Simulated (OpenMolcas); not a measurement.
# Si2H3OF (SMILES F[Si]O[SiH3]): a chain of runs

We compute the energy (HF/ANO-R0), then the energy (CASSCF(2,2)/ANO-R1), then an energy scan (CASPT2(2,2)/ANO-R1), then the energy along one coordinate (SC-NEVPT2(2,2)/ANO-R1), then an energy scan (MC-PDFT[tPBE](2,2)/ANO-R1) of Si2H3OF. 

Program for the calculation: OpenMolcas 26.06.

## 1. The structure to begin with

Si2H3OF has 7 atoms, charge 0, and is taken as a singlet. As SMILES, `F[Si]O[SiH3]`. The shape is that of a PBE0-D4/def2-TZVP optimisation. This is one conformer, not always the lowest.

Bond lengths: F1–Si2 1.617 Å, Si2–O3 1.630 Å, O3–Si4 1.657 Å, Si4–H5 1.482 Å, Si4–H6 1.483 Å, Si4–H7 1.483 Å. Angles: F1–Si2–O3 101.9°, Si2–O3–Si4 146.4°, O3–Si4–H5 107.7°, O3–Si4–H6 109.7°, O3–Si4–H7 109.7°, H5–Si4–H6 109.9°, H5–Si4–H7 109.9°, H6–Si4–H7 109.9°.

## 2. The energy at HF/ANO-R0 (sfX2C) (run 1)

File geom.xyz:

```xyz
7

F      0.639300    -1.829500     1.608700
Si    -0.428700    -2.165500     0.441500
O     -0.538300    -0.736500    -0.334600
Si    -0.025600     0.837100    -0.406700
H     -0.705100     1.480700    -1.555500
H     -0.385700     1.537800     0.850000
H      1.444000     0.875800    -0.603300
```

File step1.inp:

```
* FH3OSi2 Hartree-Fock

&gateway
  coord=geom.xyz
  basis=ANO-R0
  group=NoSym

&seward

&scf
  prorbitals=0

&localisation
  occupied
  freeze
  pipek-mezey

&localisation
  fileorb=$Project.LocOrb
  virtual
  pipek-mezey
```

The run is started by

```bash
$ export MOLCAS_MEM=1860
$ pymolcas step1.inp > step1.log
```

The log of the run:

```text
--- Start Module: gateway ---
[...]
--- Stop Module: gateway /rc=_RC_ALL_IS_WELL_ ---
[...]
      Basis functions           31
[...]
       Convergence after  12 Iterations
[...]
::    Total SCF energy                               -754.7008494105
[...]
      Total spin, S                                     0.0000000000
[...]
      Total electronic charge=   48.000000
      Total            charge=   -0.000000
[...]
      Dipole Moment (debye):
      Origin of the operator (angstrom)=   -0.0938   -0.8490    0.2646
                   X= -3.5562E-01               Y= -1.1321E+00               Z=  6.7723E-02           Total=  1.1886E+00
      Quadrupole Moment (debye*angstrom):
[...]
--- Start Module: localisation ---
[...]
--- Stop Module: localisation /rc=_RC_ALL_IS_WELL_ ---
--- Start Module: localisation ---
[...]
--- Stop Module: localisation /rc=_RC_ALL_IS_WELL_ ---
[...]
```

It took 4.8 s on 1 thread of Intel Xeon Platinum 8259CL at 2.50GHz (Skylake/Cascade Lake), shared host; peak memory 0.39 GiB.

## 3. The energy at CASSCF(2,2)/ANO-R1 (sfX2C, RICD fitting) (run 2)

geom.xyz is that of step 2.

File step2.input:

```
&GATEWAY
COORD=geom.xyz
BASIS=ANO-R0
GROUP=NoSym
&SEWARD
&RASSCF
FILEORB=$CurrDir/step1.LocOrb
ALTER=2
1 22 24
1 25 27
SPIN=1
NACTEL=2 0 0
INACTIVE=23
RAS2=2
ORBLISTING=Nothing
>>> COPY $Project.RunFile RUNFIL1
>>> COPY $Project.RasOrb INPORB
&GATEWAY
COORD=geom.xyz
BASIS=ANO-R1
GROUP=NoSym
RICD
&SEWARD
>>> COPY $Project.RunFile RUNFIL2
&EXPBAS
&RASSCF
FILEORB=$Project.ExpOrb
SPIN=1
NACTEL=2 0 0
INACTIVE=23
RAS2=2
ORBLISTING=Nothing
```

The run is started by

```bash
$ export MOLCAS_MEM=1860
$ pymolcas step2.input > step2.log
```

The log of the run:

```text
--- Start Module: gateway ---
[...]
--- Stop Module: gateway /rc=_RC_ALL_IS_WELL_ ---
[...]
      Basis functions           31
[...]
      Number of active orbitals                  2
[...]
      Spin quantum number                      0.0
[...]
      Active orbitals                            2
[...]
      Number of CSFs                             3
[...]
      Number of root(s) required                 1
[...]
      Convergence after 10 iterations
[...]
      printout of CI-coefficients larger than  0.05 for root  1
      energy=    -754.707682
      conf/sym  11     Coeff  Weight
             1  20   0.99605 0.99212
             3  02  -0.08878 0.00788
      Natural orbitals and occupation numbers for root  1
      sym 1:   1.984235   0.015765
      ************************************************************************************************************************
      *                                                    Final results                                                     *
[...]
::    RASSCF root number  1 Total energy:   -754.70768168
[...]
      Basis functions           79
[...]
--- Start Module: expbas ---
[...]
--- Stop Module: expbas /rc=_RC_ALL_IS_WELL_ ---
--- Start Module: rasscf ---
[...]
      Convergence after 13 iterations
[...]
      Natural orbitals and occupation numbers for root  1
      sym 1:   1.982138   0.017862
      ************************************************************************************************************************
      *                                                    Final results                                                     *
[...]
::    RASSCF root number  1 Total energy:   -755.47082086
[...]
      Total electronic charge=   48.000000
      Total            charge=   -0.000000
[...]
      Dipole Moment (debye):
      Origin of the operator (angstrom)=   -0.0938   -0.8490    0.2646
                   X= -3.5774E-01               Y=  7.7971E-01               Z= -7.9170E-01           Total=  1.1674E+00
      Quadrupole Moment (debye*angstrom):
[...]
--- Stop Module: rasscf /rc=_RC_ALL_IS_WELL_ ---
[...]
```

It took 14 s on 1 thread of Intel Xeon Platinum 8259CL at 2.50GHz (Skylake/Cascade Lake), shared host; peak memory 0.39 GiB.

## 4. An energy scan at CASPT2(2,2)/ANO-R1 (sfX2C, RICD fitting, ipea shift 0.25 Eh, pt2 variant SS) (run 3)

File step3.input:

```
* FH3OSi2 CASPT2
>>> COPY $CurrDir/step2.RasOrb $Project.RasOrb
>>> ForEach K in (1, 2, 3, 4, 5, 6, 7, 8, 9)

&GATEWAY
  Coord
  $CurrDir/point$K.xyz
  Basis
  ANO-R1
  Group
  NoSym
  RICD

&SEWARD

&RASSCF
  FileOrb
  $Project.RasOrb
  Spin
  1
  Nactel
  2 0 0
  Inactive
  23
  Ras2
  2
  OrbListing
  Nothing

&CASPT2
  Imaginary
  0.2
  Frozen
  12
>>> EndDo
```

The run is started by

```bash
$ export MOLCAS_MEM=1860
$ pymolcas step3.input > step3.log
```

The log of the run, cut to the lines that bear on the results:

```text
[...]
      Basis functions           79
[...]
      Number of active orbitals                  2
[...]
      Spin quantum number                      0.0
[...]
      Active orbitals                            2
[...]
      Number of CSFs                             3
[...]
      Number of root(s) required                 1
[...]
      Convergence after 11 iterations
[...]
      Natural orbitals and occupation numbers for root  1
      sym 1:   1.987643   0.012357
      ************************************************************************************************************************
      *                                                    Final results                                                     *
[...]
::    RASSCF root number  1 Total energy:   -755.46058164
[...]
      E2 (Variational):          -0.5460987484
[...]
::    CASPT2 Root  1     Total energy:   -756.00668039
[...]
      Convergence after 11 iterations
[...]
      Natural orbitals and occupation numbers for root  1
      sym 1:   1.982129   0.017871
      ************************************************************************************************************************
      *                                                    Final results                                                     *
[...]
      Convergence after  9 iterations
[...]
      Natural orbitals and occupation numbers for root  1
      sym 1:   1.813799   0.186201
      ************************************************************************************************************************
      *                                                    Final results                                                     *
[...]
      Convergence after  9 iterations
[...]
      Natural orbitals and occupation numbers for root  1
      sym 1:   1.625238   0.374762
      ************************************************************************************************************************
      *                                                    Final results                                                     *
[...]
      Convergence after  9 iterations
[...]
::    RASSCF root number  1 Total energy:   -755.33294497
[...]
::    CASPT2 Root  1     Total energy:   -755.86932627
[...]
      Convergence after  8 iterations
[...]
::    RASSCF root number  1 Total energy:   -755.32826920
[...]
      E2 (Variational):          -0.5356454541
[...]
::    CASPT2 Root  1     Total energy:   -755.86391465
[...]
```

Run time: 85 s. Hardware: 1 thread of Intel Xeon Platinum 8259CL at 2.50GHz (Skylake/Cascade Lake), shared host; peak memory 0.093 GiB.

The scan, from its lowest point:

```tsv
H5–Si4 (Å)	energy (kJ/mol)
1.334	24.1
1.482	0.0
1.630	15.8
1.852	73.3
2.149	165.7
2.519	264.6
2.964	341.2
3.556	384.8
4.445	399.0
```

## 5. The energy along one coordinate at SC-NEVPT2(2,2)/ANO-R1 (sfX2C, RICD fitting, pt2 variant SC-NEVPT2) (run 4)

File step4.input:

```
>>> COPY $CurrDir/step2.RasOrb $Project.RasOrb
>>> ForEach K in (1, 2, 3, 4, 5, 6, 7, 8, 9)
&GATEWAY
Coord=$CurrDir/point$K.xyz
Basis=ANO-R1
Group=NoSym
RICD
&SEWARD
&RASSCF
FileOrb=$Project.RasOrb
Spin=1
Nactel=2 0 0
Inactive=23
Ras2=2
OrbListing=Nothing
&CASPT2
SC-NEVPT2
Frozen=12
>>> EndDo
```

The run is started by

```bash
$ export MOLCAS_MEM=1860
$ pymolcas step4.input > step4.log
```

The log of the run, cut to the lines that bear on the results:

```text
[...]
      Basis functions           79
[...]
      Number of active orbitals                  2
[...]
      Spin quantum number                      0.0
[...]
      Active orbitals                            2
[...]
      Number of CSFs                             3
[...]
      Number of root(s) required                 1
[...]
      Convergence after 11 iterations
[...]
      Natural orbitals and occupation numbers for root  1
      sym 1:   1.987643   0.012357
      ************************************************************************************************************************
      *                                                    Final results                                                     *
[...]
::    RASSCF root number  1 Total energy:   -755.46058164
[...]
      E2 (Variational):          -0.5412471402
[...]
::    SC-NEVPT2 Root  1     Total energy:   -756.00181284
[...]
      Convergence after 11 iterations
[...]
      Natural orbitals and occupation numbers for root  1
      sym 1:   1.982129   0.017871
      ************************************************************************************************************************
      *                                                    Final results                                                     *
[...]
      Convergence after  9 iterations
[...]
      Natural orbitals and occupation numbers for root  1
      sym 1:   1.813799   0.186201
      ************************************************************************************************************************
      *                                                    Final results                                                     *
[...]
      Convergence after  9 iterations
[...]
      Natural orbitals and occupation numbers for root  1
      sym 1:   1.625238   0.374762
      ************************************************************************************************************************
      *                                                    Final results                                                     *
[...]
      Convergence after  9 iterations
[...]
::    RASSCF root number  1 Total energy:   -755.33294497
[...]
::    SC-NEVPT2 Root  1     Total energy:   -755.86784538
[...]
      Convergence after  8 iterations
[...]
::    RASSCF root number  1 Total energy:   -755.32826920
[...]
      E2 (Variational):          -0.5344279224
[...]
::    SC-NEVPT2 Root  1     Total energy:   -755.86269712
[...]
```

Wall time 82 s (1 thread of Intel Xeon Platinum 8259CL at 2.50GHz (Skylake/Cascade Lake), shared host); peak memory 0.093 GiB.

The scan, from its lowest point:

```tsv
H5–Si4 (Å)	energy (kJ/mol)
1.334	25.5
1.482	0.0
1.630	14.7
1.852	70.8
2.149	161.8
2.519	259.5
2.964	335.0
3.556	377.2
4.445	390.8
```

## 6. The energy along one coordinate at MC-PDFT[tPBE](2,2)/ANO-R1 (sfX2C, RICD fitting) (run 5)

File step5.input:

```
>>> COPY $CurrDir/step2.RasOrb $Project.RasOrb
>>> ForEach K in (1, 2, 3, 4, 5, 6, 7, 8, 9)
&GATEWAY
Coord = $CurrDir/point$K.xyz
Basis = ANO-R1
Group = NoSym
RICD
&SEWARD
&RASSCF
FileOrb = $Project.RasOrb
Spin = 1
Nactel = 2 0 0
Inactive = 23
Ras2 = 2
OrbListing = Nothing
&MCPDFT
KSDFT = T:PBE
>>> EndDo
```

The run is started by

```bash
$ export MOLCAS_MEM=1860
$ pymolcas step5.input > step5.log
```

The log of the run, cut to the lines that bear on the results:

```text
--- Start Module: gateway ---
[...]
      Basis functions           79
[...]
      Number of active orbitals                  2
[...]
      Spin quantum number                      0.0
[...]
      Active orbitals                            2
[...]
      Number of CSFs                             3
[...]
      Number of root(s) required                 1
[...]
      Convergence after 11 iterations
[...]
      Natural orbitals and occupation numbers for root  1
      sym 1:   1.987643   0.012357
      ************************************************************************************************************************
      *                                                    Final results                                                     *
[...]
::    RASSCF root number  1 Total energy:   -755.46058164
[...]
::    MCPDFT root number  1 Total energy:   -756.87555078
[...]
      Convergence after 11 iterations
[...]
      Natural orbitals and occupation numbers for root  1
      sym 1:   1.982129   0.017871
      ************************************************************************************************************************
      *                                                    Final results                                                     *
[...]
      Convergence after  9 iterations
[...]
      Natural orbitals and occupation numbers for root  1
      sym 1:   1.813799   0.186201
      ************************************************************************************************************************
      *                                                    Final results                                                     *
[...]
      Convergence after  9 iterations
[...]
      Natural orbitals and occupation numbers for root  1
      sym 1:   1.625238   0.374762
      ************************************************************************************************************************
      *                                                    Final results                                                     *
[...]
      Convergence after  9 iterations
[...]
::    RASSCF root number  1 Total energy:   -755.33294497
[...]
::    MCPDFT root number  1 Total energy:   -756.73534568
[...]
      Convergence after  8 iterations
[...]
::    RASSCF root number  1 Total energy:   -755.32826920
[...]
      Total electronic charge=   48.000000
      Total            charge=   -0.000000
[...]
::    MCPDFT root number  1 Total energy:   -756.73035760
[...]
```

It took 89 s on 1 thread of Intel Xeon Platinum 8259CL at 2.50GHz (Skylake/Cascade Lake), shared host; peak memory 0.092 GiB.

The scan, from its lowest point:

```tsv
H5–Si4 (Å)	energy (kJ/mol)
1.334	26.5
1.482	0.0
1.630	13.5
1.852	68.2
2.149	159.5
2.519	261.5
2.964	345.5
3.556	394.6
4.445	407.7
```

## 7. Summary of results

```
                                                   quantity          value
                             run 1, HF/ANO-R0: total energy  -754.70085 Eh
                            run 1, HF/ANO-R0: dipole moment         1.19 D
                              run 1, HF/ANO-R0: HOMO energy       -9.67 eV
                              run 1, HF/ANO-R0: LUMO energy        1.87 eV
                            run 1, HF/ANO-R0: HOMO–LUMO gap       11.55 eV
                    run 2, CASSCF(2,2)/ANO-R1: total energy  -755.47082 Eh
  run 2, CASSCF(2,2)/ANO-R1: dipole moment (CASSCF density)         1.17 D
       run 3, CASPT2(2,2)/ANO-R1: lowest energy of the scan  -756.01587 Eh
    run 4, SC-NEVPT2(2,2)/ANO-R1: lowest energy of the scan  -756.01153 Eh
run 5, MC-PDFT[tPBE](2,2)/ANO-R1: lowest energy of the scan  -756.88565 Eh
```

In words: Mulliken charges (run 1, HF/ANO-R0) run from -0.52 on O3 to +0.73 on Si2; they depend strongly on the basis.
